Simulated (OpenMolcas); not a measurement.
# OPBE/def2-SVPD (RICD fitting, core potential) run of MoF6 (molybdenum hexafluoride)

What is the vertical singlet–triplet gap of MoF6 (molybdenum hexafluoride) at OPBE/def2-SVPD (RICD fitting, core potential)? 

The results are computed with OpenMolcas 26.06.

3 further runs of the same task are left out: 2 that didn't finish, 1 set aside as unsound or not needed.

### 1 Starting point

MoF6 has 7 atoms, charge 0, and is taken as a singlet. SMILES: `[F][Mo]([F])([F])([F])([F])[F]`. Geometry: a GFN2-xTB relaxation, a rough one for these elements and not checked as a minimum.

Bond lengths: F1–Mo2 1.736 Å, Mo2–F3 1.736 Å, Mo2–F4 1.737 Å, Mo2–F5 1.737 Å, Mo2–F6 1.737 Å, Mo2–F7 1.737 Å. Some angles: F1–Mo2–F3 90.0°, F1–Mo2–F4 90.0°, F1–Mo2–F5 89.9°, F1–Mo2–F6 89.9°, F1–Mo2–F7 180.0°, F3–Mo2–F4 90.0°, F3–Mo2–F5 179.9°, F3–Mo2–F6 90.0°, F3–Mo2–F7 90.0°, F4–Mo2–F5 90.0°.

### 2 A single-point energy at OPBE/def2-SVPD (RICD fitting, core potential)

Input file job.inp:

```
&GATEWAY
  BasLib = $CurrDir
  Coord
  7
  bohr
  F     -1.67097143    -0.07437962     2.82190912
  Mo     0.00039684    -0.00051023    -0.00071810
  F      2.56190171    -1.42031816     1.47893746
  F     -1.18654014    -2.95827176    -0.78351825
  F     -2.56379143     1.42014808    -1.47563044
  F      1.18669131     2.95808279     0.78272456
  F      1.67229424     0.07523000    -2.82368547
  Basis = def2-SVPD
  Group = NoSym
  RICD

&SEWARD
  GridInput
  Grid=Coarse
  End of Grid

&SCF
  KSDFT = OPBE
  PrOrbitals = 1 1
```

The basis set def2-SVPD is read from a file made from the Basis Set Exchange's data (not shown).

Run with:

```console
$ export MOLCAS_MEM=1860
$ pymolcas job.inp > job.log
```

Output:

```text
--- Start Module: gateway ---
[...]
--- Stop Module: gateway /rc=_RC_ALL_IS_WELL_ ---
--- Start Module: seward ---
[...]
      Basis functions          172
--- Stop Module: seward /rc=_RC_ALL_IS_WELL_ ---
[...]
--- Start Module: scf ---
[...]
       Convergence after  20 Iterations
[...]
::    Total KS-DFT energy                            -666.8551761857
[...]
      Total spin, S                                     0.0000000000
[...]
      Total electronic charge=   68.000000
      Total            charge=   -0.000000
[...]
      Dipole Moment (debye):
      Origin of the operator (angstrom)=    0.0001   -0.0001   -0.0001
                   X=  1.2502E-03               Y= -4.7814E-03               Z= -2.3209E-03           Total=  5.4600E-03
      Quadrupole Moment (debye*angstrom):
[...]
--- Stop Module: scf /rc=_RC_ALL_IS_WELL_ ---
[...]
```

It took 9.9 s on 1 thread of Arm Neoverse V2, shared host; peak memory 0.25 GiB.

### 3 The triplet at the same level

Changes to job.inp since step 2:

```diff
@@ -1,3 +1,5 @@
+* F6Mo Kohn-Sham DFT
+
 &GATEWAY
-  BasLib = $CurrDir
+  BasLib=$CurrDir
   Coord
@@ -12,4 +14,4 @@
   F      1.67229424     0.07523000    -2.82368547
-  Basis = def2-SVPD
-  Group = NoSym
+  Basis=def2-SVPD
+  Group=NoSym
   RICD
@@ -22,3 +24,5 @@
 &SCF
-  KSDFT = OPBE
-  PrOrbitals = 1 1
+  UHF
+  Spin=3
+  KSDFT=OPBE
+  PrOrbitals=1 1
```

The basis set def2-SVPD is read from a file made from the Basis Set Exchange's data (not shown).

Run with:

```console
$ export MOLCAS_MEM=1860
$ pymolcas job.inp > job.log
```

Output:

```text
--- Start Module: gateway ---
[...]
--- Stop Module: gateway /rc=_RC_ALL_IS_WELL_ ---
--- Start Module: seward ---
[...]
      Basis functions          172
--- Stop Module: seward /rc=_RC_ALL_IS_WELL_ ---
[...]
--- Start Module: scf ---
[...]
       Convergence after  91 Iterations
[...]
::    Total KS-DFT energy                            -666.6539963946
[...]
      Total spin, S                                     1.0007877669
[...]
      Total electronic charge=   68.000000
      Total            charge=   -0.000000
[...]
      Dipole Moment (debye):
      Origin of the operator (angstrom)=    0.0001   -0.0001   -0.0001
                   X=  1.6392E-03               Y= -8.3937E-04               Z= -7.8852E-04           Total=  2.0033E-03
      Quadrupole Moment (debye*angstrom):
[...]
--- Stop Module: scf /rc=_RC_ALL_IS_WELL_ ---
[...]
```

Wall time 40 s (1 thread of Arm Neoverse V2, shared host); peak memory 0.28 GiB.

### 4 Results

At OPBE/def2-SVPD (RICD fitting, core potential):

| quantity | value |
| --- | --- |
| singlet: total energy | -666.85518 Eh |
| singlet: dipole moment | 0.01 D |
| singlet: HOMO energy | -10.68 eV |
| singlet: LUMO energy | -5.21 eV |
| singlet: HOMO–LUMO gap | 5.47 eV |
| triplet: total energy | -666.65400 Eh |
| triplet: dipole moment | 0.00 D |
| triplet: HOMO energy (highest over α and β) | -4.84 eV |
| triplet: ⟨S²⟩ | 2.002 |
| vertical energy of the triplet above the singlet | 5.474 eV |

In words: At this shape the triplet lies 5.47 eV (528 kJ/mol) above the singlet. Mulliken charges (triplet) run from -0.66 on F3 to +3.67 on Mo2; in a basis this large or diffuse they mean little.
